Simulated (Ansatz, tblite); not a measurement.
**The cluster Be5: one state, many levels**

An exercise on one series of results from a longer session: the logs are not shown, and one member is left open.

Program: Ansatz 0.2.0, Gaussian basis. Level of theory: as each input shows. These are calculated values, not measurements.

Plan: GFN1-xTB, GFN2-xTB, PBE/def2-TZVP, r2SCAN/def2-TZVP, HSE06/def2-TZVP, LDA/def2-TZVP, B3LYP/def2-TZVP, BLYP/def2-TZVP, ωB97M-V/def2-TZVP, PBE/def2-SVP, PBE0/def2-SVP, HF/STO-3G, HF/6-31G, B3LYP/6-31G, PBE0/def2-TZVPD, PBE/def2-TZVPD, r2SCAN/def2-TZVPD, CCSD(T)/def2-TZVPP, MP2/def2-TZVP, RPA/def2-TZVP, CCSD(T)/def2-TZVPD.

1 further run of the same task is left out (set aside as unsound or not needed). Runs told in other sessions of the task aren't counted.

### The relaxed structure

The singlet was relaxed beforehand with PBE/def2-TZVP. At that level it is the lowest of the isomers that a small search found.

5 atoms, charge 0, spin multiplicity 1.

Bond lengths: Be1–Be2 2.011 Å, Be1–Be3 2.072 Å, Be1–Be4 2.071 Å, Be1–Be5 2.010 Å, Be2–Be3 2.072 Å, Be2–Be4 2.072 Å, Be2–Be5 2.011 Å, Be3–Be5 2.072 Å, Be4–Be5 2.072 Å. Angles: Be2–Be1–Be3 61.0°, Be2–Be1–Be4 61.0°, Be2–Be1–Be5 60.0°, Be3–Be1–Be4 111.9°, Be3–Be1–Be5 61.0°, Be4–Be1–Be5 61.0°, Be1–Be2–Be3 61.0°, Be1–Be2–Be4 61.0°, Be1–Be2–Be5 60.0°, Be3–Be2–Be4 111.9°, Be3–Be2–Be5 61.0°, Be4–Be2–Be5 61.0°, Be1–Be3–Be2 58.1°, Be1–Be3–Be5 58.0°, Be2–Be3–Be5 58.1°, Be1–Be4–Be2 58.1°, Be1–Be4–Be5 58.0°, Be2–Be4–Be5 58.1° and more.

PBE0/def2-TZVP was run before; its log isn't repeated, and its numbers join the tables.

Set-up of the first run:

Tight binding, by tblite at 300 K electronic temperature and without a spin-polarisation term:

```python
tblite.interface.Calculator('GFN1-xTB', numbers, positions, charge=0, uhf=0).singlepoint()
```

Tight binding, by tblite at 300 K electronic temperature and without a spin-polarisation term:

```python
tblite.interface.Calculator('GFN2-xTB', numbers, positions, charge=0, uhf=0).singlepoint()
```

start.molden holds the orbitals of an earlier run on this state, given as this run's starting guess.

in.yaml reads:

```yaml
crystal:
  periodic: [false, false, false]
  atoms:
    - {symbol: Be, position_ang: [-0.147277, 0.101263, 1.146446]}
    - {symbol: Be, position_ang: [1.028640, 0.247634, -0.477975]}
    - {symbol: Be, position_ang: [0.489390, -1.631895, 0.207103]}
    - {symbol: Be, position_ang: [-0.488730, 1.632142, -0.206659]}
    - {symbol: Be, position_ang: [-0.882034, -0.349153, -0.668916]}
basis:
  gaussian: {orbitals: def2-TZVP, initial_orbitals: start.molden}
hamiltonian: {xc: pbe}
scf: {omitted_lower_state_checks: [starts]}
output: {orbitals: {seedname: orbitals}}
```

On the command line:

```
$ ansatz run in.yaml --threads 4 --pin off --events-out ev --progress --plain --max-ram 3916MiB
```

Among the steps run: PBE/def2-TZVP; r2SCAN/def2-TZVP; HSE06/def2-TZVP; LDA/def2-TZVP; B3LYP/def2-TZVP; BLYP/def2-TZVP; ωB97M-V/def2-TZVP; PBE/def2-SVP; PBE0/def2-SVP; HF/STO-3G; HF/6-31G; B3LYP/6-31G; PBE0/def2-TZVPD; PBE/def2-TZVPD; r2SCAN/def2-TZVPD; CCSD(T)/def2-TZVPP; MP2/def2-TZVP; RPA/def2-TZVP; CCSD(T)/def2-TZVPD.

One of the session's tables, all rows but one given; the rest of the session is left out.

It belongs to the step «Levels side by side». 

```
            level  HOMO (eV)  gap (eV)
        HF/STO-3G      -3.70      6.23
         HF/6-31G      -5.73      5.85
    LDA/def2-TZVP      -4.62      0.86
     PBE/def2-SVP      -4.55      0.83
    PBE/def2-TZVP      -4.53      0.88
   PBE/def2-TZVPD      -4.53      0.87
   BLYP/def2-TZVP      -4.35      0.95
 r2SCAN/def2-TZVP      -4.58      1.01
r2SCAN/def2-TZVPD      -4.58      1.00
      B3LYP/6-31G      -4.67      1.89
  B3LYP/def2-TZVP      -4.95      1.93
    PBE0/def2-SVP      -5.11      2.06
   PBE0/def2-TZVP      -5.10      2.13
  PBE0/def2-TZVPD      -5.10      2.12
  HSE06/def2-TZVP      -4.74      1.41
ωB97M-V/def2-TZVP          ?         ?
```

Estimate the missing values for ωB97M-V/def2-TZVP.

The run gave: HOMO (eV): -6.71; gap (eV): 5.63. In the column «HOMO (eV)» it is the lowest.

Limits of these values: † marks a level with a doubtful state (flagged, unstable or spin-contaminated).
